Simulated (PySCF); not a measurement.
**SiF₅−: electronic excitations and core binding energies**

Wanted: the electronic excitations and core binding energies of SiF₅− (`F[Si-](F)(F)(F)F`), by calculation.

Computed with PySCF 2.14.0, with density-fitted response routines of our own, on a single molecule in the gas phase. Atoms are numbered from 0 throughout.

### 1 The starting structure

6 atoms, charge -1, multiplicity 1; geometry from: GFN2-xTB.

Bonds of the start (Å): F0–Si1 1.63, Si1–F2 1.63, Si1–F3 1.65, Si1–F4 1.65, Si1–F5 1.63.

### 2 Ultraviolet spectrum: wB97X-D/def2-SVPD

What the job is given:

```
{"job": {"kind": "uv", "xc": "wB97X-D", "basis": "def2-SVPD", "nstates": 8, "ntriplets": 3}, "charge": -1, "multiplicity": 1}
F      0.092943     1.572945    -0.413860
Si     0.000280     0.000408    -0.004022
F      0.638864    -0.510278     1.403351
F     -1.442778     0.282509     0.753383
F      1.443714    -0.282373    -0.761264
F     -0.729900    -1.061221    -0.999162
```

Level: TDDFT wB97X-D/def2-SVPD, vertical, gas phase, core orbitals frozen in the response.

**Question.** This job is followed by: delta-SCF UKS SCAN, pcX-2 on the ionised atom, pcseg-1 elsewhere, spin-free X2C. What will the session give for the following? lowest singlet (wB97X-D/def2-SVPD); brightest single state of those computed; lowest triplet; F1s binding energies, SCAN/pcX-2; Si1s binding energies, SCAN/pcX-2; Si2p binding energies, SCAN/pcX-2.

The runs gave:

| quantity | value |
| --- | --- |
| lowest singlet (wB97X-D/def2-SVPD) | 9.24 eV (134 nm), f = 0.000 |
| brightest single state of those computed | state 5, 10.10 eV, f = 0.171 |
| lowest triplet | 9.13 eV |
| F1s binding energies, SCAN/pcX-2 | F0 687.36 eV |
| Si1s binding energies, SCAN/pcX-2 | Si1 1845.15 eV |
| Si2p binding energies, SCAN/pcX-2 | Si1 104.79 eV |

**Reading.** The lowest singlet, at 9.24 eV, is HOMO→LUMO 0.89 and is dark; of the 8 states computed, the strongest absorption comes from state 5 at 10.10 eV. The lowest triplet lies 0.10 eV below the lowest singlet (triplets in Tamm-Dancoff, singlets in full TDDFT). The lowest singlet lies above −ε(HOMO); no detachment energy was computed, so the anion's states may not be bound.
